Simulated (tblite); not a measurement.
# CH6GeSi: the cost of one run

Computed with tblite 0.8.0 and PySCF 2.14.0; each step states its level. No surroundings beyond the atoms listed, unless a continuum is named. Atoms count from 0, parts from 1.

### Step 1. Starting point

9 atoms, charge 0, multiplicity 1; geometry: distance geometry start.

### Step 2. Geometry optimisation with GFN2-xTB

Job settings and geometry (Å):

```
{"job": {"kind": "relax", "xc": "GFN2-xTB", "basis": "xTB"}, "charge": 0, "multiplicity": 1}
Si    -0.028468    -0.440191    -1.339339
C     -0.557830    -1.611523    -2.636406
Ge     0.879307     0.752939     0.448611
H     -0.829701    -2.497307    -2.226639
H      0.266011    -1.755427    -3.278313
H     -1.361956    -1.192426    -3.180777
H      2.321082     0.961837     0.207538
H      0.145254     2.065413     0.563392
H      0.690839    -0.032692     1.726882
```

With the program's defaults for keys left out, this is: GFN2-xTB geometry optimisation, gas phase.

Run with:

```bash
OMP_NUM_THREADS=1 python cluster_run.py task.json out
```

This one command runs all jobs of the session in turn.

Q: Estimate the wall time of this first job on 1 thread of Arm Neoverse N1, shared host.

About 1.9 s.
